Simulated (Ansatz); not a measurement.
**Ag (Ag (100), 5 layers): how the settings move a single-point run**

Question: which choices in the input matter for Ag (Ag (100), 5 layers)?

Method: reference: DFT, LDA, PAW with Ansatz's default frozen-core files, scalar-relativistic, in Ansatz 0.2.0.

## Step 1: Starting point

It takes space group P4/mmm (No. 123, tetragonal). The conventional cell has a = 2.830 Å, b = 2.830 Å, c = 24.004 Å, α = 90.00°, β = 90.00°, γ = 90.00°. Ag (site symmetry 4mm) is surrounded by 8 Ag at 2.80 to 2.83 Å. Around Ag (site symmetry 4mm) lie 12 Ag at 2.80 to 2.83 Å. Ag (site symmetry 4/mmm) has 12 Ag at 2.83 Å as nearest neighbours.

As a file:

```
Ag
1.0
     2.82974    0.00000    0.00000
     0.00000    2.82974    0.00000
     0.00000    0.00000   24.00370
Ag
5
Direct
  0.00000 0.00000 0.33515
  0.50000 0.50000 0.41653
  0.00000 0.00000 0.50000
  0.50000 0.50000 0.58347
  0.00000 0.00000 0.66485
```

## Step 2: The reference run

Input file input.yaml:

```yaml
crystal:
  lattice:
    - [2.8297444621, 0.0, 0.0]
    - [0.0, 2.8297444621, 0.0]
    - [0.0, 0.0, 24.0037]
  atoms:
    - { symbol: Ag, position: [0.0, 0.0, 0.3351483738] }
    - { symbol: Ag, position: [0.5, 0.5, 0.4165309367] }
    - { symbol: Ag, position: [0.0, 0.0, 0.5] }
    - { symbol: Ag, position: [0.5, 0.5, 0.5834690633] }
    - { symbol: Ag, position: [0.0, 0.0, 0.6648516262] }
  periodic: [true, true, false]
kpoints:
  mp_grid: { grid: [12, 12, 1] }
scf:
  occupations: { method: fermi_dirac, width: 0.1 }
hamiltonian:
  xc: lda
  pseudopotentials: { kind: paw }
output:
  forces: true
  stress: true
  eigenvalues: true
```

Run with:

```console
$ ansatz run input.yaml --threads 2 --pin off --max-ram 4096MiB --backend cpu --events-out ev --progress --plain --runs-dir out
```

## Step 3: Variant: n_extra_bands 2, mixing.algorithm broyden, mixing.beta 0.7

input.yaml: that of step 2 with these lines changed.

```diff
@@ -16,2 +16,4 @@
   occupations: { method: fermi_dirac, width: 0.1 }
+  n_extra_bands: 2
+  mixing: { algorithm: broyden, beta: 0.7 }
 hamiltonian:
```

Before running it: what results should come out? Wanted: for each run, ending; energy change; gap; force.

**Answer**, as computed:

```csv
run,ending,energy change,gap (eV),force (eV/Å),cycles,time
reference,converged,0,0.00,0.00,7,14 s
"1: n_extra_bands 2, mixing.algorithm broyden, mixing.beta 0.7",converged,0.0 meV/atom,0.00,0.00,7,15 s
```

Residual by cycle in the longest SCF loop of each run; runs are numbered as in the table. The quantity is the density residual dr2, in eV.

```csv
cycle,reference,run 1
1,0.14,0.143
2,0.272,0.0718
3,0.00153,5.6e-4
4,1.6e-4,7.1e-5
5,5.8e-6,3.9e-6
6,6.1e-7,4.9e-7
7,6.6e-8,2.8e-8
```

Energy and cycle count are those of the reference, so the change (band count and mixing) left the result and the number of cycles as they were.
